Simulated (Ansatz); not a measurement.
This script for Ansatz 0.2.0, Python API starts 4 runs on CH₅NS₂Si₂, SMILES [SiH3]C1=N[SiH](S)S1. What input does the engine get in each?

The script, `disp.py`:
```python
"""Size of D3 and D4 in CH5NS2Si2."""

from dataclasses import dataclass
import logging
import sys

import ansatz

logging.basicConfig(stream=sys.stdout, format="%(name)s: %(message)s")
logger = logging.getLogger("ch5ns2si2")
logger.setLevel(logging.INFO)


@dataclass
class Options:
    basis: str = "def2-SVP"


opts = Options()

system = (
    ansatz.Crystal.molecule()
    .atom("Si", (-1.2374, -1.5182, 1.0213))
    .atom("C", (-0.2473, -0.0986, 0.3815))
    .atom("N", (-0.4791, 0.6542, -0.6778))
    .atom("Si", (1.0047, 1.6988, -0.5743))
    .atom("S", (2.2152, 1.2402, -2.1988))
    .atom("S", (1.2447, 0.4915, 1.0629))
    .atom("H", (-2.5565, -1.5923, 0.2924))
    .atom("H", (-0.5575, -2.77, 0.8741))
    .atom("H", (-1.6119, -1.2836, 2.4939))
    .atom("H", (0.5807, 3.0968, -0.2675))
    .atom("H", (1.7096, 0.0242, -2.3872))
)

setup = system.calculation().basis(gaussian=opts.basis)
for name in ["pbe0", "pbe"]:
    for correction in ("d3bj", "d4"):
        summary = setup.functional(name, dispersion=correction).run(threads=1, pin="off").report
        logger.info(f"{name:8s} {correction:5s} total {summary['free_energy_ev']:.5f} eV, of which dispersion {1000 * summary['dispersion']['energy']['ev']:.2f} meV")
```

Run 1:
```yaml
crystal:
  periodic: [false, false, false]
  atoms:
    - { symbol: Si, position_ang: [-1.2374, -1.5182, 1.0213] }
    - { symbol: C, position_ang: [-0.2473, -0.0986, 0.3815] }
    - { symbol: "N", position_ang: [-0.4791, 0.6542, -0.6778] }
    - { symbol: Si, position_ang: [1.0047, 1.6988, -0.5743] }
    - { symbol: S, position_ang: [2.2152, 1.2402, -2.1988] }
    - { symbol: S, position_ang: [1.2447, 0.4915, 1.0629] }
    - { symbol: H, position_ang: [-2.5565, -1.5923, 0.2924] }
    - { symbol: H, position_ang: [-0.5575, -2.77, 0.8741] }
    - { symbol: H, position_ang: [-1.6119, -1.2836, 2.4939] }
    - { symbol: H, position_ang: [0.5807, 3.0968, -0.2675] }
    - { symbol: H, position_ang: [1.7096, 0.0242, -2.3872] }
basis:
  gaussian:
    orbitals: def2-SVP
hamiltonian:
  xc: pbe0
  dispersion: d3bj
```

Run 2, against run 1:
```diff
-  dispersion: d3bj
+  dispersion: d4
```

Run 3, against run 1:
```diff
-  xc: pbe0
+  xc: pbe
```

Run 4, against run 1:
```diff
-  xc: pbe0
-  dispersion: d3bj
+  xc: pbe
+  dispersion: d4
```

Running `python disp.py` prints:
```text
ch5ns2si2: pbe0     d3bj  total -40003.77560 eV, of which dispersion -353.55 meV
ch5ns2si2: pbe0     d4    total -40003.77276 eV, of which dispersion -350.71 meV
ch5ns2si2: pbe      d3bj  total -40000.31644 eV, of which dispersion -382.30 meV
ch5ns2si2: pbe      d4    total -40000.34322 eV, of which dispersion -409.08 meV
```

What to keep in mind:
- The settings weren't tested for convergence.
- The geometry is a force-field or estimated start, not a minimum of this method, and the basis set is short of its limit. D4 holds the three-body term, and d3bj doesn't.
- Finished in 19 s on 1 thread of Arm Neoverse V2, with other jobs on the host, peak memory 0.36 GiB.
